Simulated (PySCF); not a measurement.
**KRb+: bond curves at several levels of theory**

One job finds the state of KRb+, follows it along the bond with each method and fits the curves.

Method: K def2-SVP, Rb def2-SVP with ECP28, scalar-relativistic core potentials; program: PySCF 2.14.0.

**1. Set-up**

A driver script around PySCF takes these settings:

```
atoms                         : K, Rb
charge                        : 1
basis                         : K def2-SVP, Rb def2-SVP with ECP28
Hamiltonian                   : scalar-relativistic core potentials
basis functions               : 48
electrons treated             : 27
masses in u                   : 38.9637, 84.9118
levels                        : PBE0, PBE, r²SCAN, revPBE, B97-3, BLYP, HF, MP2, SCS-MP2, CCSD, CCSD(T)
grid                          : 80 radial by 434 angular points
occupations                   : held fixed by the projection of orbital angular momentum
dissociation limit            : K + Rb+, each in its ground configuration
starting distance in angstrom : 4.105
values of 2S to try           : 1, 3
```

Run with:

```console
> OMP_NUM_THREADS=1 python dia.py task.json out
```

The runs that follow: The PBE0 curve of the state that the search chose; PBE (GGA); r²SCAN; revPBE (GGA); B97-3; BLYP; UHF (mean field); Adding correlation.

**Question.** What will these runs give? Wanted: for each run, Re; ωe; De; μ.

**Answer**, as computed:

Lowest PBE0 solution found, without spin–orbit coupling: ²Σ⁺ (doublet), unpaired electrons σ ↑.

```csv
level,Re (Å),ωe (cm⁻¹),De (eV),μ (D)
UHF,5.048,49.6,0.64,-3.49
UHF-MP2,4.831,51.8,0.70,n/a
UHF-SCS-MP2,4.868,51.3,0.69,n/a
UHF-CCSD,4.818,51.9,0.71,n/a
UHF-CCSD(T),4.813,52.0,0.71,n/a
PBE,4.800,48.1,0.75,-3.74
revPBE,4.879,46.6,0.74,-3.73
BLYP,4.820,45.7,0.70,-3.76
r²SCAN,4.756,53.0,0.69,-3.61
PBE0,4.795,50.8,0.73,-3.62
B97-3,4.839,45.8,0.58,-3.36
```

De is counted to K + Rb+ in their ground configurations. A positive dipole points from K to Rb; in an ion it is taken about the centre of mass and does not tell which atom is negative.

The methods spread over 0.292 Å in bond length, from r²SCAN to UHF. CCSD(T) can't serve as the judge here: for a weak bond in this basis it is far from its limit. Among the levels with a De in the table, it runs from 0.58 eV (B97-3) to 0.75 eV (PBE).

Correlated steps freeze 5 core orbitals. Spin–orbit coupling is left out.
